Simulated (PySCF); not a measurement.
# BH8NSi2: the cost of one run

The runs use PySCF 2.14.0, with density-fitted response routines of our own; the level of theory stands in each step. All values are computed, except where a source is named. Atoms count from 0, in the outputs and in this text.

## 1. Starting geometry

12 atoms, charge 0, multiplicity 1; geometry from: GFN2-xTB. The atoms were then displaced at random by about 0.01 Å, so the start is not that level's minimum.

Bonds of the start (Å): N0–Si1 1.72, Si1–B2 1.97, B2–Si3 1.94, N0–H4 0.99, N0–H5 1.05, Si1–H6 1.48, Si1–H7 1.50, B2–H8 1.16, Si3–H9 1.48, Si3–H10 1.51, Si3–H11 1.46.

## 2. Geometry optimisation at PBE0-D3(BJ)/def2-SVP

Job settings and geometry (Å):

```
{"job": {"xc": "PBE0", "basis": "def2-SVP", "d3": "d3bj", "grid": 1, "shake": 0.01, "kind": "geom"}, "charge": 0, "multiplicity": 1}
N      1.773900     0.551290     0.410930
Si     1.154740    -0.981970    -0.076050
B     -0.818750    -0.932220    -0.049440
Si    -1.818720     0.725900    -0.035790
H      2.743920     0.721070     0.461000
H      1.307350     1.407840     0.035320
H      1.842330    -1.874980     0.885600
H      1.699620    -1.408270    -1.402570
H     -1.362080    -1.956510    -0.015770
H     -1.804130     1.407330     1.281250
H     -3.298100     0.587460    -0.318800
H     -1.380390     1.724800    -1.008170
```

Command:

```
$ OMP_NUM_THREADS=1 python probes_run.py task.json out
```

This one command runs all jobs of the session in turn.

Q: Estimate the wall time and peak memory of this first job on 1 thread of Arm Neoverse V1, shared host.

About 40 s, with a peak of 0.43 GiB.
